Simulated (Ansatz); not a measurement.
# ZrBr2Cl2: one species, many methods

The task here is to estimate one member of a computed series from the others.

The runs use Ansatz 0.2.0, Gaussian basis; functionals in def2-TZVPP, the program's frozen cores in correlated methods.

Plan: LDA (SPW92), PBE-D4, revPBE-D4, BLYP-D4, r2SCAN-D4, B97M-V, PBE0-D4, B3LYP-D4, r2SCANh-D4, r2SCAN0-D4, HSE06-D4, BHLYP-D4, CAM-B3LYP-D4, LC-ωPBE, ωB97X-V, ωB97M-V, B2PLYP, PBE-QIDH; CCSD(T)/def2-SVP; CCSD(T)/def2-TZVPP; MP2/def2-QZVPP; extrapolation to the limit; RPA on PBE.

## The relaxed structure

An earlier PBE0-D4 in a triple-zeta def2 set relaxation fixed the geometry. Zr takes the def2 core potential; no spin-orbit term is included.

SMILES `[Cl][Zr]([Cl])([Br])[Br]`, 5 atoms, charge 0, spin multiplicity 1.

Atoms are counted from 1 here; the program's logs count them from 0.

Bond lengths: Cl1–Zr2 2.313 Å, Zr2–Cl3 2.313 Å, Zr2–Br4 2.470 Å, Zr2–Br5 2.470 Å. Angles: Cl1–Zr2–Cl3 109.4°, Cl1–Zr2–Br4 109.5°, Cl1–Zr2–Br5 109.5°, Cl3–Zr2–Br4 109.5°, Cl3–Zr2–Br5 109.5°, Br4–Zr2–Br5 109.6°.

Set-up of the first run:

Input file in.yaml:

```yaml
crystal:
  periodic: [false, false, false]
  atoms:
    - {symbol: Cl, position_ang: [-0.596168, -0.328387, 2.222866]}
    - {symbol: Zr, position_ang: [0.027254, -0.033849, 0.015134]}
    - {symbol: Cl, position_ang: [1.977812, -1.207596, -0.393680]}
    - {symbol: Br, position_ang: [-1.763622, -0.871668, -1.465085]}
    - {symbol: Br, position_ang: [0.404624, 2.367800, -0.420635]}
basis:
  gaussian: {orbitals: def2-TZVPP}
hamiltonian: {xc: lda}
output: {orbitals: {seedname: orbitals}}
```

Started as:

```
$ ansatz run in.yaml --threads 8 --pin off --events-out ev --progress --plain --max-ram 18278MiB
```

Among the steps run: LDA; PBE-D4 (GGA); revPBE-D4 (GGA); BLYP-D4 (GGA); r2SCAN-D4 (meta-GGA); B97M-V (meta-GGA); PBE0-D4 (hybrid); B3LYP-D4 (hybrid); r2SCANh-D4 (hybrid); r2SCAN0-D4 (hybrid); HSE06-D4 (hybrid); BHLYP-D4 (hybrid); CAM-B3LYP-D4 (range-separated); LC-ωPBE (range-separated); ωB97X-V (range-separated); ωB97M-V (range-separated); B2PLYP (double hybrid); PBE-QIDH (double hybrid).

One table of the session follows, with a row left open; its other results are not shown here.

It belongs to the step «Orbital energies across the functionals». 

| functional | HOMO (eV) | LUMO (eV) | gap (eV) |
| --- | --- | --- | --- |
| LDA (SPW92) | -7.93 | -3.70 | 4.22 |
| PBE-D4 | -7.76 | -3.49 | 4.27 |
| revPBE-D4 | -7.70 | -3.41 | 4.29 |
| BLYP-D4 | -7.57 | -3.33 | 4.24 |
| r2SCAN-D4 | -8.12 | -3.40 | 4.72 |
| B97M-V | -8.16 | -3.31 | 4.85 |
| PBE0-D4 | -9.02 | -2.76 | 6.25 |
| B3LYP-D4 | ? | ? | ? |
| r2SCANh-D4 | -8.57 | -3.12 | 5.45 |
| r2SCAN0-D4 | -9.26 | -2.69 | 6.56 |
| HSE06-D4 | -8.62 | -3.13 | 5.49 |
| BHLYP-D4 | -10.09 | -1.82 | 8.28 |
| CAM-B3LYP-D4 | -10.28 | -1.70 | 8.58 |
| LC-ωPBE | -11.68 | -0.66 | 11.02 |
| ωB97X-V | -11.30 | -0.70 | 10.61 |
| ωB97M-V | -11.15 | -0.73 | 10.42 |

Q: Estimate the row for B3LYP-D4 from the others.

Worked estimate for «HOMO (eV)». Against the share of exact exchange, BLYP-D4 (0, -7.57), BHLYP-D4 (0.5, -10.09) give a slope of -5.04 per unit share; at 0.2 the line stands at -8.58.

As computed: HOMO (eV): -8.73; LUMO (eV): -2.93; gap (eV): 5.81. In «HOMO (eV)» the line misses by +0.15.
